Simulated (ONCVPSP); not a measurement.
**An ONCV potential for holmium, from input to tests**

Task: generate the file, and judge it by its errors in other configurations, its logarithmic derivatives, its ghosts and its cutoff.

The numbers are computed with ONCVPSP 4.0.1 (PBE, scalar-relativistic, spin-unpolarised reference atom).

1 further run of the same task is left out (it didn't finish).

## Step 1: The design

The settings as typed:

```json
{
 "element": "holmium (Ho, Z = 67)",
 "type": "optimised norm-conserving Vanderbilt (ONCV)",
 "frozen core": "[Kr]",
 "valence charge": "31",
 "reference configuration": "4d10 4f11 5s2 5p6 6s2",
 "partial waves": "5s+6s: rc 2.20 bohr, ncon 4, nbas 7, qcut 4.5 1/bohr, 2 projectors; 5p: rc 1.70 bohr, ncon 3, nbas 6, qcut 4.3 1/bohr, 1 projector; 4d: rc 0.40 bohr, ncon 4, nbas 9, qcut 23.8 1/bohr, 2 projectors, debl 2.1 Ha; 4f: rc 1.20 bohr, ncon 4, nbas 9, qcut 11.8 1/bohr, 2 projectors, debl 1.9 Ha",
 "local potential": "polynomial inside 0.35 bohr (lpopt 4, dvloc0 3 Ha)",
 "core correction": "not asked for"
}
```

The outer shells as boxes (Hund's rule for the drawing; the calculation is spin-unpolarised):

```
[Kr] core
4d [↑↓][↑↓][↑↓][↑↓][↑↓]
4f [↑↓][↑↓][↑↓][↑↓][↑ ][↑ ][↑ ]
5s [↑↓]
5p [↑↓][↑↓][↑↓]
6s [↑↓]
```

An earlier all-electron run gives the scale for the radii.

All-electron outer shells of the reference configuration (PBE, scalar-relativistic, ld1.x):

```
shell  level (eV)  outermost node (bohr)  outermost maximum (bohr)
   4d     -159.15                   0.25                      0.53
   5s      -50.38                   0.61                      1.14
   5p      -25.87                   0.66                      1.29
   6s       -3.79                   1.55                      3.43
   4f       -3.14                      –                      0.53
   6p       -1.15                   1.90                      4.75
   5d       -1.04                   0.75                      2.11
```

## Step 2: The generation run

File Ho.dat:

```
# ATOM AND REFERENCE CONFIGURATION
# atsym  z   nc   nv     iexc    psfile
  Ho 67.00    8    5        4      upf
#
#   n    l    f
    1    0    2.00
    2    0    2.00
    2    1    6.00
    3    0    2.00
    3    1    6.00
    3    2   10.00
    4    0    2.00
    4    1    6.00
    4    2   10.00
    4    3   11.00
    5    0    2.00
    5    1    6.00
    6    0    2.00
#
# PSEUDOPOTENTIAL AND OPTIMIZATION
# lmax
    3
#
#   l,   rc,      ep,       ncon, nbas, qcut
    0    2.20    0.00    4    7    4.50
    1    1.70    0.00    3    6    4.30
    2    0.40    0.00    4    9   23.80
    3    1.20    0.00    4    9   11.80
#
# LOCAL POTENTIAL
# lloc, lpopt,  rc(5),   dvloc0
    4    4    0.35    3.00
#
# VANDERBILT-KLEINMAN-BYLANDER PROJECTORs
# l, nproj, debl
    0    2    2.80
    1    1    2.60
    2    2    2.10
    3    2    1.90
#
# MODEL CORE CHARGE
# icmod, fcfact, rcfact
    0    0.00    0.00
#
# LOG DERIVATIVE ANALYSIS
# epsh1, epsh2, depsh
   -7.00    5.00    0.04
#
# OUTPUT GRID
# rlmax, drl
    6.00    0.01
#
# TEST CONFIGURATIONS
# ncnf
    4
# nvcnf
#   n    l    f
    5
    4    2   10.00
    4    3   11.00
    5    0    2.00
    5    1    6.00
    6    0    1.00
#
    5
    4    2   10.00
    4    3   11.00
    5    0    2.00
    5    1    6.00
    6    0    0.00
#
    5
    4    2   10.00
    4    3   10.00
    5    0    2.00
    5    1    6.00
    6    0    0.00
#
    6
    4    2   10.00
    4    3   11.00
    5    0    2.00
    5    1    6.00
    6    0    1.00
    6    1    1.00
#
```

Run with:

```console
$ oncvpsp.x < Ho.dat > Ho.out
```

**Question.** What will these runs give? Wanted: cutoffs for 1 and 0.1 mHa per electron, occupied waves; bound ghosts; GHOST(+) flags; largest miss of a reference level; largest phase difference near zero energy, channels read; projector energies reset by the program.

The runs gave:

```
                                                quantity                                                                  value
  cutoffs for 1 and 0.1 mHa per electron, occupied waves                                                    2285 Ha and 3406 Ha
                                            bound ghosts  s at -1585.46 eV, s at -151.12 eV, p at -1093.84 eV, d at -1129.19 eV
                                          GHOST(+) flags                                              p at 21 eV, d at 42410 eV
                       largest miss of a reference level                                                           157 meV (4d)
largest phase difference near zero energy, channels read                                                              0.085 rad
                 projector energies reset by the program                                                    d: -5.849, 0.250 Ha
```

In words: It has a bound ghost (s, p, d), a state that the atom doesn't have, and that rules the file out. Already in the reference configuration the 4d level is off by 157 meV. The potential is very hard: the looser tolerance needs 2285 Ha. At the looser tolerance the 4d wave is the slowest; 4f needs 122 Ha. Near zero energy the largest phase difference among the channels read is 0.09 rad, in the p channel. The pseudo curves have a pole with no partner nearby in the atom's: s at -5.55 Ha. The program also flags highly localised states, GHOST(+) (p, d).
